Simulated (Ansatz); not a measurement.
# Sr8Cu3Br8O8: the cost of one run

Method: DFT PBEsol, plane waves, PAW, scalar-relativistic, no spin polarisation, in Ansatz 0.2.0.

### Step 1. The structure to begin with

The cell holds 27 atoms (Br8Cu3O8Sr8): a = 19.121 Å, b = 5.705 Å, c = 19.954 Å, α = 90.00°, β = 16.61°, γ = 90.00°.

The coordinates stand in the first input below.

### Step 2. Run 1

160 steps of 1 fs under a Nosé-Hoover thermostat at 900 K.

Contents of input.yaml:

```yaml
accuracy: low
crystal:
  lattice:
    - [0.0, 0.0, -19.12149]
    - [-4.033944, 4.033944, 0.0]
    - [4.033944, 4.033944, -19.12149]
  atoms:
    - { symbol: Sr, position: [0.910087, 0.5, 0.0] }
    - { symbol: Sr, position: [0.089913, 0.5, 0.0] }
    - { symbol: Cu, position: [0.5, 0.5, 0.0] }
    - { symbol: Br, position: [0.667892, 0.5, 0.0] }
    - { symbol: Br, position: [0.332108, 0.5, 0.0] }
    - { symbol: O, position: [0.25, 0.25, 0.25] }
    - { symbol: O, position: [0.25, 0.75, 0.25] }
    - { symbol: Sr, position: [0.910087, 0.5, 0.5] }
    - { symbol: Sr, position: [0.089913, 0.5, 0.5] }
    - { symbol: Cu, position: [0.5, 0.5, 0.5] }
    - { symbol: Br, position: [0.667892, 0.5, 0.5] }
    - { symbol: Br, position: [0.332108, 0.5, 0.5] }
    - { symbol: O, position: [0.25, 0.25, 0.75] }
    - { symbol: O, position: [0.25, 0.75, 0.75] }
    - { symbol: Sr, position: [0.410087, 0.0, 0.0] }
    - { symbol: Sr, position: [0.589913, 0.0, 0.0] }
    - { symbol: Br, position: [0.167892, 0.0, 0.0] }
    - { symbol: Br, position: [0.832108, 0.0, 0.0] }
    - { symbol: O, position: [0.75, 0.75, 0.25] }
    - { symbol: O, position: [0.75, 0.25, 0.25] }
    - { symbol: Sr, position: [0.410087, 0.0, 0.5] }
    - { symbol: Sr, position: [0.589913, 0.0, 0.5] }
    - { symbol: Cu, position: [0.0, 0.0, 0.5] }
    - { symbol: Br, position: [0.167892, 0.0, 0.5] }
    - { symbol: Br, position: [0.832108, 0.0, 0.5] }
    - { symbol: O, position: [0.75, 0.75, 0.75] }
    - { symbol: O, position: [0.75, 0.25, 0.75] }
total_charge: -1
basis:
  ecutwfc: 420.0
kpoints:
  mp_grid: { grid: [2, 2, 2] }
hamiltonian:
  xc: pbesol
scf:
  occupations: { method: fermi_dirac, width: 0.05 }
  lower_state_search: "off"
md:
  timestep: 1
  n_steps: 160
  ensemble: nvt_nose_hoover
  temperature: 900.0
  initial_velocities: maxwell_boltzmann
  seed: 791627
  nose_hoover: { tau: 200.0, chain_length: 5 }
```

On the command line:

```sh
> ansatz run input.yaml --threads 4 --pin off --max-ram 10240MiB --backend cpu --events-out ev --progress --plain --runs-dir out
```

What time and memory should one allow on 4 threads of Intel Xeon Platinum 8488C (Sapphire Rapids), shared host?

About 15 min, with a peak of 2.6 GiB.
